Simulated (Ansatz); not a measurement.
**C₂H₁₀AlN: how energies converge with the basis set**

One table from this session's results is given with a row withheld; the runs are named, their logs left out.

The runs use Ansatz 0.2.0, Gaussian basis; one geometry, several basis sets.

Plan: PBE0-D4/def2-SVP; ωB97M-V/def2-SVP; PBE0-D4/def2-QZVPP; ωB97M-V/def2-QZVPP; the functionals' def2-TZVPP values are taken from earlier runs.

### The relaxed structure

An earlier PBE0-D4 in a triple-zeta def2 set relaxation fixed the geometry.

SMILES `C[NH+](C)[AlH3-]`, 14 atoms, charge 0, spin multiplicity 1.

Atoms are counted from 1 here; the program's logs count them from 0.

Bond lengths: C1–N2 1.467 Å, C1–H5 1.090 Å, C1–H6 1.094 Å, C1–H7 1.091 Å, N2–C3 1.467 Å, N2–Al4 2.045 Å, N2–H8 1.016 Å, C3–H9 1.091 Å, C3–H10 1.090 Å, C3–H11 1.094 Å, Al4–H12 1.606 Å, Al4–H13 1.606 Å, Al4–H14 1.606 Å. Angles: N2–C1–H5 109.3°, N2–C1–H6 111.5°, N2–C1–H7 108.5°, H5–C1–H6 109.8°, H5–C1–H7 108.4°, H6–C1–H7 109.2°, C1–N2–C3 112.0°, C1–N2–Al4 111.2°, C1–N2–H8 108.5°, C3–N2–Al4 111.2°, C3–N2–H8 108.5°, Al4–N2–H8 105.3°, N2–C3–H9 108.5°, N2–C3–H10 109.3°, N2–C3–H11 111.5°, H9–C3–H10 108.4°, H9–C3–H11 109.2°, H10–C3–H11 109.8° and more.

Coordinates:

```xyz
14
C2H10AlN
C    -0.2358    1.1185   -0.9345
N    -0.4106    0.1261    0.1321
C     0.2993    0.5064    1.3587
Al    0.1471   -1.7388   -0.4965
H    -0.8114    0.8137   -1.8079
H    -0.5522    2.1147   -0.6107
H     0.8191    1.1494   -1.2099
H    -1.4020    0.0516    0.3435
H     1.3698    0.5187    1.1500
H     0.1071   -0.2373    2.1313
H    -0.0098    1.4954    1.7103
H    -0.2112   -2.5915    0.8159
H     1.7004   -1.4526   -0.7881
H    -0.8226   -1.9035   -1.7655
```

The first run:

in.yaml reads:

```yaml
crystal:
  periodic: [false, false, false]
  atoms:
    - {symbol: C, position_ang: [-0.235835, 1.118549, -0.934506]}
    - {symbol: N, position_ang: [-0.410593, 0.126109, 0.132080]}
    - {symbol: C, position_ang: [0.299286, 0.506412, 1.358653]}
    - {symbol: Al, position_ang: [0.147065, -1.738825, -0.496487]}
    - {symbol: H, position_ang: [-0.811404, 0.813656, -1.807937]}
    - {symbol: H, position_ang: [-0.552197, 2.114737, -0.610710]}
    - {symbol: H, position_ang: [0.819122, 1.149390, -1.209877]}
    - {symbol: H, position_ang: [-1.402032, 0.051641, 0.343514]}
    - {symbol: H, position_ang: [1.369833, 0.518690, 1.150043]}
    - {symbol: H, position_ang: [0.107074, -0.237335, 2.131299]}
    - {symbol: H, position_ang: [-0.009793, 1.495436, 1.710261]}
    - {symbol: H, position_ang: [-0.211220, -2.591469, 0.815879]}
    - {symbol: H, position_ang: [1.700382, -1.452636, -0.788094]}
    - {symbol: H, position_ang: [-0.822588, -1.903454, -1.765519]}
basis:
  gaussian: {orbitals: def2-SVP}
hamiltonian: {xc: pbe0, dispersion: d4}
output: {orbitals: {seedname: orbitals}}
```

Steps of the session up to this table: PBE0-D4 in def2-SVP; ωB97M-V in def2-SVP; PBE0-D4 in def2-QZVPP; ωB97M-V in def2-QZVPP.

One table of the session follows, with a row left open; its other results are not shown here.

It belongs to the step «Density functionals: the series». 

| functional | basis | HOMO (eV) | LUMO (eV) |
| --- | --- | --- | --- |
| PBE0-D4 | def2-SVP | -7.29 | 0.55 |
| PBE0-D4 | def2-TZVPP | -7.35 | 0.14 |
| PBE0-D4 | def2-QZVPP | -7.36 | -0.17 |
| ωB97M-V | def2-SVP | -9.49 | 2.23 |
| ωB97M-V | def2-TZVPP | -9.61 | 1.60 |
| ωB97M-V | def2-QZVPP | ? | ? |

**Question.** Estimate the row for ωB97M-V, def2-QZVPP.

**Answer.** HOMO (eV): -9.62; LUMO (eV): 0.96. In the column «HOMO (eV)» it is the lowest.
